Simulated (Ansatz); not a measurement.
# ClGeH₅Si: how energies converge with the basis set

How large a basis does ClGeH₅Si need? Two functionals are run in growing sets.

Method: one geometry, several basis sets; program: Ansatz 0.2.0, Gaussian basis.

The runs, in order: PBE0-D4/def2-SVP; ωB97M-V/def2-SVP; PBE0-D4/def2-QZVPP; ωB97M-V/def2-QZVPP; the functionals' def2-TZVPP values are taken from earlier runs.

### 1 Structure used throughout

All runs share one geometry, relaxed beforehand with PBE0-D4 in a triple-zeta def2 set.

SMILES `[SiH3][GeH2][Cl]`, 8 atoms, charge 0, spin multiplicity 1.

Atoms are counted from 1 here; the program's logs count them from 0.

Bond lengths: Si1–Ge2 2.380 Å, Si1–H4 1.487 Å, Si1–H5 1.484 Å, Si1–H6 1.484 Å, Ge2–Cl3 2.169 Å, Ge2–H7 1.537 Å, Ge2–H8 1.537 Å. Angles: Ge2–Si1–H4 109.5°, Ge2–Si1–H5 108.9°, Ge2–Si1–H6 108.9°, H4–Si1–H5 109.7°, H4–Si1–H6 109.7°, H5–Si1–H6 110.1°, Si1–Ge2–Cl3 106.5°, Si1–Ge2–H7 114.0°, Si1–Ge2–H8 114.0°, Cl3–Ge2–H7 106.1°, Cl3–Ge2–H8 106.1°, H7–Ge2–H8 109.6°.

### 2 PBE0-D4 in def2-SVP

in.yaml

```yaml
crystal:
  periodic: [false, false, false]
  atoms:
    - {symbol: Si, position_ang: [-0.863602, 0.827333, -0.302473]}
    - {symbol: Ge, position_ang: [0.738257, -0.882042, 0.118354]}
    - {symbol: Cl, position_ang: [1.963056, -0.183745, 1.766209]}
    - {symbol: H, position_ang: [-1.744920, 0.416189, -1.427306]}
    - {symbol: H, position_ang: [-0.149819, 2.078736, -0.658856]}
    - {symbol: H, position_ang: [-1.678533, 1.035553, 0.920241]}
    - {symbol: H, position_ang: [1.703099, -1.135245, -1.051170]}
    - {symbol: H, position_ang: [0.124560, -2.213879, 0.579204]}
basis:
  gaussian: {orbitals: def2-SVP}
hamiltonian: {xc: pbe0, dispersion: d4}
output: {orbitals: {seedname: orbitals}}
```

After this run come: ωB97M-V in def2-SVP; PBE0-D4 in def2-QZVPP; ωB97M-V in def2-QZVPP.

Before running them: what should the planned runs give, taken together? Wanted: PBE0-D4: double and triple zeta above quadruple; ωB97M-V: double and triple zeta above quadruple.

**Answer**, as computed:

| quantity | value |
| --- | --- |
| PBE0-D4: double and triple zeta above quadruple | 16.16, 1.86 eV |
| ωB97M-V: double and triple zeta above quadruple | 16.09, 1.80 eV |

What this shows: For PBE0-D4 the step from double to triple zeta gains 14.29 eV and the next only 1.86 eV. Total energies overstate the basis error of differences, where much of it tends to cancel. The LUMO of ωB97M-V is positive and keeps falling with the basis (1.49 to 0.92 eV): an unbound level that the basis holds in place.
